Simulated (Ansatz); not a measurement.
# C3H10OSi (SMILES C[Si](C)(C)O): BLYP/6-31G(d) (spherical functions)

Aim: the electronic atomisation energy of C3H10OSi at BLYP/6-31G* (spherical functions), from 5 runs. 

Program for the calculation: Ansatz 0.2.0.

78 further runs of the same task are left out: 1 that didn't finish, 77 set aside as unsound or not needed.

### 1 The molecule

C3H10OSi: 15 atoms, total charge 0, spin state singlet. SMILES: `C[Si](C)(C)O`. Geometry: relaxed at PBE0-D4/def2-TZVP. This is one conformer, not always the lowest.

Bond lengths: C1–Si2 1.870 Å, Si2–C3 1.870 Å, Si2–C4 1.861 Å, Si2–O5 1.660 Å, C1–H6 1.094 Å, C1–H7 1.094 Å, C1–H8 1.093 Å, C3–H9 1.094 Å, C3–H10 1.093 Å, C3–H11 1.094 Å, C4–H12 1.093 Å, C4–H13 1.093 Å, C4–H14 1.093 Å, O5–H15 0.957 Å. Some angles: C1–Si2–C3 109.3°, C1–Si2–C4 111.0°, C1–Si2–O5 110.3°, C3–Si2–C4 111.0°, C3–Si2–O5 110.3°, C4–Si2–O5 104.8°, Si2–C1–H6 111.5°, Si2–C1–H7 111.0°, Si2–C1–H8 111.0°, Si2–C3–H9 111.5°.

### 2 The energy at BLYP/6-31G(d) (spherical functions)

job.yaml

```yaml
crystal:
  periodic: [false, false, false]
  atoms:
    - {symbol: C, position_ang: [-1.759880, 0.191150, 0.071540]}
    - {symbol: Si, position_ang: [0.089930, 0.200980, -0.204700]}
    - {symbol: C, position_ang: [0.959910, 0.370300, 1.442320]}
    - {symbol: C, position_ang: [0.639300, -1.339490, -1.093220]}
    - {symbol: O, position_ang: [0.516200, 1.448090, -1.213440]}
    - {symbol: H, position_ang: [-2.095970, 1.106050, 0.568270]}
    - {symbol: H, position_ang: [-2.057470, -0.651720, 0.702020]}
    - {symbol: H, position_ang: [-2.296730, 0.107790, -0.876880]}
    - {symbol: H, position_ang: [0.664600, 1.288070, 1.959260]}
    - {symbol: H, position_ang: [2.044780, 0.393380, 1.311290]}
    - {symbol: H, position_ang: [0.718200, -0.468650, 2.101280]}
    - {symbol: H, position_ang: [0.405110, -2.234400, -0.510590]}
    - {symbol: H, position_ang: [1.717690, -1.322690, -1.268870]}
    - {symbol: H, position_ang: [0.142180, -1.426990, -2.062380]}
    - {symbol: H, position_ang: [0.312140, 2.338130, -0.925910]}
basis:
  gaussian:
    orbitals: 6-31G_st_-spherical.json
hamiltonian:
  xc: {name: BLYP}
accuracy: high
output: {orbitals: {seedname: orbitals}}
```

The basis set 6-31G* is read from a file made from the Basis Set Exchange's data (not shown).

Started as:

```console
$ ansatz run job.yaml --threads 1 --pin off --max-ram 3480MiB --events-out events.jsonl --progress --plain --runs-dir runs
```

Output:

```text
Warning: RAYON_NUM_THREADS=1 ignored (pool sized by the plan → 1); use --threads N
Functional definition: BLYP
  name "BLYP"
  parameter beta = 0.0042
  parameter a = 0.04918
  parameter b = 0.132
  parameter c = 0.2533
  parameter d = 0.349
  exchange = b88_x(beta = beta)
  correlation = lyp_c(a = a, b = b, c = c, d = d)
2345 factors; integrals over basis functions are off by at most 3.8e-9 eV
mean field evaluation 1: about -13175.9105 eV, gradient 9.9e1 eV
mean field evaluation 2: about -13145.3242 eV, gradient 1.5e2 eV
mean field evaluation 4: about -13197.0527 eV, gradient 8.0e0 eV
mean field evaluation 8: about -13197.1825 eV, gradient 2.5e-1 eV
mean field evaluation 16: about -13197.1826 eV, gradient 1.5e-5 eV
mean field -13197.18262669 eV, -484.9875161591 hartree, gradient 7.0e-9 eV, S^2 0.000000; 0 other end points of the search recorded, 0 dependent functions left out
reference -13197.18268376 eV, -484.9875182566 hartree; 25, 25 occupied and 69, 69 virtual orbitals, 2345 factors
Total energy: -13197.18268376 eV, -484.9875182566 hartree
```

It took 11 s on 1 thread of Arm Neoverse V2, shared host; peak memory 0.28 GiB.

### 3 The C atom at the same level

job.yaml

```yaml
crystal:
  periodic: [false, false, false]
  atoms:
    - symbol: C
      position_ang: [0.000000, 0.000000, 0.000000]
basis:
  gaussian:
    orbitals: 6-31G_st_-spherical.json
accuracy: high
magnetization:
  spin_polarized: true
  initial_magnetization: 2
hamiltonian:
  xc: {name: BLYP}
```

The basis set 6-31G* is read from a file made from the Basis Set Exchange's data (not shown).

Run the same way, it converges to -37.82999 Eh (log not shown).

### 4 The H atom at the same level

in.yaml

```yaml
basis:
  gaussian:
    orbitals: "6-31G*"
crystal:
  periodic: [false, false, false]
  atoms:
    - symbol: H
      position_ang: [0.000000, 0.000000, 0.000000]
total_charge: 0
magnetization:
  spin_polarized: true
  initial_magnetization: 1
hamiltonian:
  xc: {name: BLYP}
accuracy: high
```

Run the same way, it converges to -0.49545 Eh (log not shown).

### 5 The O atom at the same level

input.yaml

```yaml
crystal:
  periodic: [false, false, false]
  atoms:
    - {symbol: O, position_ang: [0.000000, 0.000000, 0.000000]}
basis:
  gaussian: {orbitals: 6-31G_st_-spherical.json}
hamiltonian: {xc: {name: BLYP}}
magnetization: {spin_polarized: true, initial_magnetization: 2}
accuracy: high
```

The basis set 6-31G* is read from a file made from the Basis Set Exchange's data (not shown).

Run the same way, it converges to -75.04555 Eh (log not shown).

### 6 The Si atom

job.yaml

```yaml
crystal:
  periodic: [false, false, false]
  atoms:
    - {symbol: Si, position_ang: [0.000000, 0.000000, 0.000000]}
basis:
  gaussian:
    orbitals: 6-31G_st_-spherical.json
magnetization:
  spin_polarized: true
  initial_magnetization: 2
hamiltonian:
  xc: {name: BLYP}
accuracy: high
```

The basis set 6-31G* is read from a file made from the Basis Set Exchange's data (not shown).

Run the same way, it converges to -289.35327 Eh (log not shown).

### 7 Results

Level: BLYP/6-31G* (spherical functions).

| quantity | value |
| --- | --- |
| molecule: total energy | -484.98752 Eh |
| molecule: HOMO energy | -6.03 eV |
| molecule: LUMO energy | 0.94 eV |
| molecule: HOMO–LUMO gap | 6.97 eV |
| C atom: total energy | -37.82999 Eh |
| C atom: ⟨S²⟩ | 2.002 |
| H atom: total energy | -0.49545 Eh |
| H atom: ⟨S²⟩ | 0.750 |
| O atom: total energy | -75.04555 Eh |
| O atom: ⟨S²⟩ | 2.002 |
| Si atom: total energy | -289.35327 Eh |
| Si atom: ⟨S²⟩ | 2.002 |
| electronic atomisation energy | 58.348 eV |

In words: Taking the molecule apart into free atoms costs 58.35 eV (5630 kJ/mol), before zero-point energy and without spin-orbit coupling.
